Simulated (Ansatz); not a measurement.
Runs of Ansatz 0.2.0 on HfIn4SiO6. Symmetry: C2, No. 5, monoclinic system. Conventional cell: a = 5.432 Å, b = 9.407 Å, c = 7.636 Å, α = 90.00°, β = 104.07°, γ = 90.00°. Hf (site symmetry 2) is surrounded by 6 O at 2.13 to 2.14 Å. Around In (site symmetry 2) lie 2 O at 2.73 Å and 4 In at 3.12 Å. Around In (site symmetry 2) lie 6 O at 2.23 Å. In (site symmetry 2) has 2 O at 2.73 Å and 3 In at 3.07 to 3.12 Å as nearest neighbours. Around In (site symmetry 2) lie 2 O at 2.73 Å and 3 In at 3.07 to 3.12 Å. Si (site symmetry 2) has 6 O at 1.85 Å as nearest neighbours. O (site symmetry 1) has 1 Si at 1.85 Å as nearest neighbours. O (site symmetry 1) has 1 Si at 1.85 Å as nearest neighbours. The cell was built by a generator and needn't be a form met in nature.

```tsv
potentials or basis	cutoff (eV)	gap on the mesh (eV)	pressure (GPa)	largest force (eV/Å)
Ansatz NC	1240	none	0.1	(a)
PseudoDojo standard (PBE files)	1143	none	-0.4	0.10
SPMS NC	1034	none	-0.3	(b)
Ansatz PAW earlier set	900	none	0.1	0.02
```

Alike in all rows: task single point; level PBE; no spin polarisation; cell as given; k mesh 6 × 6 × 4; smearing fermi-dirac 0.05 eV.

Fill in the values left out.

(a) 0.01; (b) 0.09.

A k mesh can miss the band edges, and the runs leave out spin-orbit coupling on Hf, In.

A gap of «none» marks a metal or a gap under the smearing width.

Not every run made on this cell is shown here.
